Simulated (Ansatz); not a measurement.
# PBr (P-1) in Ansatz: notebook

Aim: see how the results for PBr move with the level of theory and the settings. Levels: LDA, PBE. Tasks: band structure.

All numbers are computed with Ansatz 0.2.0; they aren't measurements. Logs are shortened: lines on timing, memory, paths and dates and some standing lists are left out, and cuts for length are marked.

**1. The crystal as given**

The typed cell holds 4 atoms: a = 4.939 Å, b = 5.589 Å, c = 6.306 Å, α = 93.19°, β = 96.34°, γ = 111.65°.

The cell comes from a database or a generator and needn't be the stable form of this composition.

**2. Band structure, LDA**

Input file input.yaml:

```yaml
crystal:
  lattice:
    - [4.938563, 0.0, 0.0]
    - [-2.06239, 5.194497, 0.0]
    - [-0.696781, -0.653765, 6.233256]
  atoms:
    - { symbol: Br, position: [0.665798, 0.855013, 0.242756] }
    - { symbol: Br, position: [0.334202, 0.144987, 0.757244] }
    - { symbol: P, position: [0.64072, 0.499757, 0.631871] }
    - { symbol: P, position: [0.35928, 0.500243, 0.368129] }
hamiltonian:
  xc: lda
  pseudopotentials: { kind: paw }
kpoints:
  mp_grid: { grid: [4, 3, 3] }
  band_path:
    path:
      - [[0.0, 0.0, -0.5], [0.0, 0.0, 0.0], [0.0, 0.5, 0.0]]
      - [[0.0, 0.5, -0.5], [0.0, 0.0, 0.0], [0.5, -0.5, 0.0]]
      - [[0.5, -0.5, -0.5], [0.0, 0.0, 0.0], [0.5, 0.0, 0.0]]
      - [[0.5, 0.0, -0.5], [0.0, 0.0, 0.0]]
    npoints: 14
scf:
  occupations: { method: fermi_dirac, width: 0.05 }
  n_extra_bands: 10
output:
  forces: true
  stress: true
  eigenvalues: true
  fatbands: true
  write_density: true
  write_potential: true
  elf: true
  volumetric_format: npy
```

Potentials or basis: Ansatz PAW.

Run with:

```
> ansatz run input.yaml --threads 2 --pin off --max-ram 5632MiB --backend cpu --events-out ev --progress --plain --runs-dir out
```

The program printed:

```text
Warning: RAYON_NUM_THREADS=2 ignored (pool sized by the plan → 2); use --threads N
scf.n_extra_bands = 10 over 12 filled bands (N_el = 24.0): the run solves 22 bands
Engine: ansatz 0.2.0, x86_64-unknown-linux-gnu
Pseudopotentials: kind: paw
Pseudopotential: Br, paw, valence charge 7, recommended cutoff 420 eV (normal), Br.paw.azcp
Pseudopotential: P, paw, valence charge 5, recommended cutoff 420 eV (normal), P.paw.azcp
Functional definition: SPW92
  exchange = slater_x
  correlation = pw_c
Crystal: 4 atoms, lattice volume = 159.904 Å³
Basis set: ecut = 420 eV, 3143 PW (Γ)
Bands: 22, of which v1, the nominal top of the filled ones, is band 12 counted from 1 (11 counted from 0)
Symmetry: 2 space group operations
Space group: P-1 (ITA 2), of the structure as read, at distance tolerance 5.4e-5 Å
k-points: 19 of 36
Non-local potential: Br, projectors of the file, l = 0: 2, l = 1: 2, l = 2: 2
Non-local potential: P, projectors of the file, l = 0: 2, l = 1: 2, l = 2: 2
PAW form: soft (Blöchl's): semilocal exchange-correlation on the pseudo side does not see the compensation charge
PAW frozen core: Br, regenerated for the run's functional, and the local potential with it (the file was generated under x = pbe(κ = 0.804, μ = 0.2195149727645171), c = pbe(β = 0.06672455060314922))
PAW frozen core: P, regenerated for the run's functional, and the local potential with it (the file was generated under x = pbe(κ = 0.804, μ = 0.2195149727645171), c = pbe(β = 0.06672455060314922))
PAW one-centre angular grid: Br, 110 points (default); XC on 64 Gauss nodes
PAW one-centre angular grid: P, 110 points (default); XC on 64 Gauss nodes
Initial density: superposition of atomic densities (neutral atoms: chi_scale 0, normalization atom), corrected by the library's trained network
Initial wavefunctions: pseudopotential atomic-orbital guess
Functional: x = slater, c = lda
SCF iter   1: F=—  HF=-6838.929691 eV  |F-HF|=—  |Δ(HF+E_count)|=         —  Δρ=4.48e-3  dr2=3.88e-2  ethr=1.77e-3  ⟨swp⟩=6.8  Hψ=2680  notcnv=0  defer=10
preconditioner: auto → Resta (q_TF=auto, 1.989 Å⁻¹)  ε∞=2.6  [insulator: Δε(μ)=1.633 eV  Ē_g=11.442 eV  σ=0.050 eV  W_gap=1.00  n_scr=20 (ndim 8)  ℏωp=14.4 eV  f_vac=0.105  D(μ)=0.00/eV (n_scr^D=0)  ε∞_Penn≈2.6]
SCF iter   2: F=—  HF=-6838.921847 eV  |F-HF|=—  |Δ(HF+E_count)|=   7.84e-3  Δρ=1.96e-3  dr2=4.59e-3  ethr=1.62e-4  ⟨swp⟩=2.8  Hψ=773  notcnv=0  defer=58
SCF iter   3: F=—  HF=-6838.921484 eV  |F-HF|=—  |Δ(HF+E_count)|=   3.63e-4  Δρ=7.60e-4  dr2=8.36e-4  ethr=1.91e-5  ⟨swp⟩=2.4  Hψ=551  notcnv=0  defer=58
SCF iter   4: F=—  HF=-6838.921469 eV  |F-HF|=—  |Δ(HF+E_count)|=   1.50e-5  Δρ=1.34e-4  dr2=3.95e-5  ethr=3.48e-6  ⟨swp⟩=2.1  Hψ=457  notcnv=0  defer=58
SCF iter   5: F=—  HF=-6838.921480 eV  |F-HF|=—  |Δ(HF+E_count)|=   1.07e-5  Δρ=3.29e-5  dr2=1.68e-6  ethr=1.65e-7  ⟨swp⟩=2.7  Hψ=615  notcnv=0  defer=58
SCF iter   6: F=-6838.921482 eV  HF=-6838.921482 eV  |F-HF|=7.13e-8  |Δ(HF+E_count)|=   1.87e-6  Δρ=5.60e-6  dr2=8.97e-8  ethr=4.17e-10  ⟨swp⟩=15.9  Hψ=4025  notcnv=0
SCF 1 converged in 6 iterations: F = -6838.921482 eV  dr2 = 8.97e-8
  Residual-converged pass: ⟨swp⟩=1.2  Hψ=497  notcnv=0  max |occ|·‖R‖ = 7.0e-9 eV (tolerance 1.0e-8 eV)  dr2=8.97e-8  dr2_onsite=1.12e-9  max |Δocc| = 1.6e-17
NSCF: frozen V_eff on 102 k-points
SCF converged after 6 iterations
Free energy (F): -6838.921482 eV
Harris-Foulkes:  -6838.921482 eV  (|F-HF|=7.13e-8)
Internal energy: -6838.921482 eV  (E = F + TS)
E sigma→0 (E₀):  -6838.921482 eV
Entropy (-TS):   -0.000000 eV (-0.000 meV/atom)
Fermi energy:    0.801782 eV
--- Per-component energies (eV) ---
  E_band       = -128.784613
  E_kinetic    = 400.936456
  E_local      = -904.478079  (includes V_loc(G=0)·N_el)
  E_nonlocal   = 214.490639
  E_hartree    = 262.483689
  E_xc         = -638.500725
  E_vxc        = -323.403496  (∫ρ·V_xc dr)
  E_paw        = -5401.843980  (= ΣΔE_a)
  E_vpaw       = -41.299197  (= ΣTr[D̂ρ^β])
  E_aug_tail   = 0.000007  (compensation charges beyond the density's cutoff)
  E_ewald      = -772.657213
  E_core_change = 0.647726  (= ΣΔE_core)
  E_smearing   = -0.000000  (= −TS)
  E_closure    = 0.000000  (closes the sum)
  Σ components = -6838.921482   (vs F -6838.921482, Δ=0.00e0)
--- Forces (eV/Å), atoms counted from 1 ---
  atom   1  Br    -0.08076417    -0.28506838     0.13667031
  atom   2  Br     0.08076417     0.28506838    -0.13667031
  atom   3  P     -0.13898220    -0.14055855    -0.12368675
  atom   4  P      0.13898220     0.14055855     0.12368675
  max |Σ_I F_I| component: 0.00e0 eV/Å
--- Stress (GPa, compression-positive) ---
       -1.269399      -0.344791       0.094195
       -0.344791      -1.993829       0.527217
        0.094193       0.527215      -1.615958
  P = ⅓ Tr σ = -1.6264 GPa (-16.264 kbar)
--- Band table (eV; the first three rows and the last of 19) ---
  k-point 0: bands = ["-14.9928", "-14.6021", "-10.7766", "-7.0184", "-3.8393", "-3.7555", "-2.5761", "-2.1382", "-2.1331", "-1.3427", "-1.0737", "-0.4933", "1.9875", "3.2189", "4.6447", "5.2821", "5.5818", "6.8151", "7.0009", "8.1617", "8.2523", "9.1933"]
  k-point 1: bands = ["-14.9468", "-14.6529", "-10.7758", "-7.0233", "-3.9631", "-3.7904", "-2.4161", "-2.0872", "-1.9927", "-1.4541", "-1.0098", "-0.3462", "1.7949", "2.8341", "4.6438", "5.0654", "6.0606", "6.8497", "7.0267", "7.9258", "8.4402", "9.1293"]
  k-point 2: bands = ["-14.9051", "-14.6654", "-10.8507", "-7.1956", "-3.8263", "-3.5360", "-2.6358", "-2.1666", "-1.8065", "-1.6179", "-0.4314", "-0.2117", "1.7652", "2.6342", "3.7599", "5.3631", "6.1752", "6.5997", "7.6151", "7.7631", "8.0928", "8.6167"]
  k-point 18: bands = ["-14.8811", "-14.6650", "-10.7942", "-7.1331", "-4.1382", "-3.7230", "-3.1841", "-2.1378", "-1.7529", "-1.6735", "-0.6200", "-0.1421", "2.3254", "2.9177", "4.3289", "5.6506", "6.4064", "7.2241", "7.3247", "8.3129", "8.3501", "9.0010"]
```

Run time: 8.4 s. Hardware: 2 threads of AMD EPYC 7R43 (Zen 3), shared host; peak memory 0.5 GiB.

What came out:

| Property | Result |
| --- | --- |
| Free energy | -6838.9215 eV |
| Pressure | -1.6 GPa |
| Largest force | 0.326 eV/Å |
| Band gap on the k mesh | 1.58 eV, direct |
| Band gap along the path | 1.34 eV, direct |

Forces in eV/Å, atoms in the order of the input:
```
Br  -0.081 -0.285  0.137
Br   0.081  0.285 -0.137
P   -0.139 -0.141 -0.124
P    0.139  0.141  0.124
```

Levels at the corners of the path, in eV from the valence-band top:
| point | band 8 | band 9 | band 10 | band 11 | band 12 | band 13 | band 14 | band 15 | band 16 | band 17 |
| --- | --- | --- | --- | --- | --- | --- | --- | --- | --- | --- |
| X | -2.25 | -1.98 | -1.71 | -1.12 | -0.45 | 1.56 | 2.57 | 4.49 | 4.84 | 6.07 |
| Γ | -2.29 | -2.29 | -1.50 | -1.23 | -0.65 | 1.83 | 3.07 | 4.49 | 5.13 | 5.43 |
| Y | -2.25 | -1.79 | -1.78 | -0.46 | -0.25 | 1.56 | 2.24 | 3.31 | 5.13 | 6.26 |
| L | -2.21 | -1.82 | -1.58 | -0.64 | 0.00 | 1.34 | 2.66 | 3.16 | 4.04 | 7.18 |
| Γ | -2.29 | -2.29 | -1.50 | -1.23 | -0.65 | 1.83 | 3.07 | 4.49 | 5.13 | 5.43 |
| Z | -2.37 | -2.11 | -1.83 | -0.87 | -0.33 | 2.28 | 2.88 | 4.53 | 5.03 | 6.61 |
| N | -2.56 | -1.80 | -1.57 | -1.11 | -0.16 | 2.18 | 2.91 | 4.63 | 5.78 | 6.29 |
| Γ | -2.29 | -2.29 | -1.50 | -1.23 | -0.65 | 1.83 | 3.07 | 4.49 | 5.13 | 5.43 |
| M | -2.48 | -2.37 | -1.68 | -1.01 | -0.31 | 2.20 | 2.49 | 3.35 | 4.48 | 5.92 |
| R | -2.41 | -1.85 | -1.83 | -0.67 | -0.28 | 1.95 | 2.48 | 3.15 | 5.41 | 5.97 |
| Γ | -2.29 | -2.29 | -1.50 | -1.23 | -0.65 | 1.83 | 3.07 | 4.49 | 5.13 | 5.43 |

Caveat: the k mesh misses the band edges, so the gap on the mesh is wider than the one along the path; the PAW data sets come from PBE, with cores solved anew for the run's functional, which leaves a small shift of forces and pressure.

**3. Band structure, PBE**

input.yaml: that of step 2 with these lines changed.

```diff
@@ -11,3 +11,3 @@
 hamiltonian:
-  xc: lda
+  xc: pbe
   pseudopotentials: { kind: paw }
@@ -29,3 +29,3 @@
   eigenvalues: true
-  fatbands: true
+  fatbands: false
   write_density: true
```

Potentials or basis: Ansatz PAW.

Run with:

```
> ansatz run input.yaml --threads 2 --pin off --max-ram 5632MiB --backend cpu --events-out ev --progress --plain --runs-dir out
```

Wall time 5.6 s (2 threads of AMD EPYC 7R43 (Zen 3), shared host); peak memory 0.51 GiB.

Results (log left out):

| Quantity | Value |
| --- | --- |
| Free energy | -7077.8038 eV |
| Pressure | 0.2 GPa |
| Largest force | 0.079 eV/Å |
| Band gap on the k mesh | 1.64 eV, direct |
| Band gap along the path | 1.41 eV, direct |

Forces in eV/Å, atoms in the order of the input:
```
Br   0.002 -0.074 -0.026
Br  -0.002  0.074  0.026
P    0.058 -0.029  0.032
P   -0.058  0.029 -0.032
```

Stress tensor (GPa, compression positive):
```
 0.12 -0.03  0.16
-0.03  0.20  0.05
 0.16  0.05  0.21
```

Levels at the corners of the path, in eV from the valence-band top:
```csv
point,band 9,band 10,band 11,band 12,band 13,band 14,band 15,band 16
X,-1.96,-1.68,-1.08,-0.43,1.62,2.72,4.61,5.02
Γ,-2.25,-1.46,-1.18,-0.62,1.88,3.17,4.61,5.50
Y,-1.78,-1.75,-0.44,-0.24,1.63,2.41,3.46,5.28
L,-1.80,-1.55,-0.63,0.00,1.41,2.79,3.32,4.29
Γ,-2.25,-1.46,-1.18,-0.62,1.88,3.17,4.61,5.50
Z,-2.08,-1.79,-0.85,-0.31,2.31,3.00,4.64,5.21
N,-1.77,-1.54,-1.09,-0.15,2.20,3.03,4.73,5.89
Γ,-2.25,-1.46,-1.18,-0.62,1.88,3.17,4.61,5.50
M,-2.32,-1.64,-0.96,-0.31,2.25,2.63,3.50,4.67
R,-1.82,-1.81,-0.64,-0.28,2.00,2.62,3.30,5.53
Γ,-2.25,-1.46,-1.18,-0.62,1.88,3.17,4.61,5.50
```

Caveat: the k mesh misses the band edges, so the gap on the mesh is wider than the one along the path.
